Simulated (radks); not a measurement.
# Numerical settings for Bi²⁴⁺

Aim: see which numerical settings matter for the bismuth ion Bi24+. Each run changes a setting or two against a run with the defaults. The defaults are a mesh step of 0.008 in ln r, a mesh end at 40 bohr or more, Anderson mixing 0.5 over 9 steps and a tight residual threshold, with the energy settled to 1e-9 hartree as well; every run has a cap on iterations.

Program: radks (a radial shooting solver on a logarithmic mesh, Libxc functionals) version 1. Level of theory: Dirac Kohn-Sham, PBE, spin-unpolarised, spherical densities, finite nucleus; open shells fill j = l - 1/2 first. These are calculated values, not measurements, unless marked.

**1. The system**

* element: bismuth (Z = 83)
* charge: +24
* electrons: 59
* configuration: [Kr] 4d10 4f13
* nuclear rms radius: 5.5211 fm

**2. Default settings**

Input:

```text
Z 83
configuration [Kr] 4d10 4f13
relativity Dirac
functional pbe,pbe
spin unpolarised
j_filling energy
nucleus finite rms 5.5211 fm
c 137.035999084
max_iterations 51
```

Command:

```sh
$ python run_ks.py task.json out
```

All runs below come from this command, one after another.

**3. Mesh step in ln r 0.2**

Input: that of step 2 with these lines changed.

```diff
@@ -8,2 +8,3 @@
 c 137.035999084
+mesh_step 0.2
 max_iterations 51
```

**4. Mesh step in ln r 0.012**

Input: that of step 3 with these lines changed.

```diff
@@ -8,3 +8,3 @@
 c 137.035999084
-mesh_step 0.2
+mesh_step 0.012
 max_iterations 51
```

**5. Mesh step in ln r 0.05**

Input: that of step 4 with these lines changed.

```diff
@@ -8,3 +8,3 @@
 c 137.035999084
-mesh_step 0.012
+mesh_step 0.05
 max_iterations 51
```

**6. Mesh end (bohr) 2**

Input: that of step 5 with these lines changed.

```diff
@@ -8,3 +8,3 @@
 c 137.035999084
-mesh_step 0.05
+mesh_end 2
 max_iterations 51
```

**7. Mesh end (bohr) 3**

Input: that of step 6 with these lines changed.

```diff
@@ -8,3 +8,3 @@
 c 137.035999084
-mesh_end 2
+mesh_end 3
 max_iterations 51
```

**8. Residual threshold 0.01**

Input: that of step 7 with these lines changed.

```diff
@@ -8,3 +8,3 @@
 c 137.035999084
-mesh_end 3
+threshold 0.01
 max_iterations 51
```

**9. Residual threshold 0.001**

Input: that of step 8 with these lines changed.

```diff
@@ -8,3 +8,3 @@
 c 137.035999084
-threshold 0.01
+threshold 0.001
 max_iterations 51
```

**10. Mixing 1**

Input: that of step 9 with these lines changed.

```diff
@@ -8,3 +8,3 @@
 c 137.035999084
-threshold 0.001
+mixing 1
 max_iterations 51
```

**11. Mixing history 1, mixing 0.2**

Input: that of step 10 with these lines changed.

```diff
@@ -8,3 +8,4 @@
 c 137.035999084
-mixing 1
+history 1
+mixing 0.2
 max_iterations 51
```

**12. Mixing history 1, mixing 1**

Input: that of step 11 with these lines changed.

```diff
@@ -9,3 +9,3 @@
 history 1
-mixing 0.2
+mixing 1
 max_iterations 51
```

**13. Mixing history 20**

Input: that of step 12 with these lines changed.

```diff
@@ -8,4 +8,3 @@
 c 137.035999084
-history 1
-mixing 1
+history 20
 max_iterations 51
```

**14. Iteration cap 5**

Input: that of step 13 with these lines changed.

```diff
@@ -8,3 +8,2 @@
 c 137.035999084
-history 20
-max_iterations 51
+max_iterations 5
```

Q: Predict the outcome of this session. Wanted: for each run, setting; iterations; converged; change of E.

As calculated:

```
                     setting  mesh points  iterations  converged  change of E (mhartree)    time
            Default settings         2189          14        yes                       0  0.13 s
       mesh step in ln r 0.2           88           4         no                       -  0.01 s
     mesh step in ln r 0.012         1459          14        yes                       0  0.09 s
      mesh step in ln r 0.05          351          14        yes                 +0.2703  0.03 s
           mesh end (bohr) 2         1814          14        yes                +0.06547  0.12 s
           mesh end (bohr) 3         1865          14        yes                       0  0.12 s
     residual threshold 0.01         2189           9        yes                       0   0.1 s
    residual threshold 0.001         2189           9        yes                       0   0.1 s
                    mixing 1         2189          13        yes                       0  0.12 s
mixing history 1, mixing 0.2         2189          51         no                       -  0.37 s
  mixing history 1, mixing 1         2189          51         no                       -  0.38 s
           mixing history 20         2189          21        yes                       0  0.17 s
             iteration cap 5         2189           5         no                       -  0.06 s
```

**Reading.** A zero stands for a change under the printed digits. No run that converges misses the default energy by more than 1 mhartree. Not converged or rejected: mesh step in ln r 0.2; mixing history 1, mixing 0.2; mixing history 1, mixing 1; iteration cap 5.
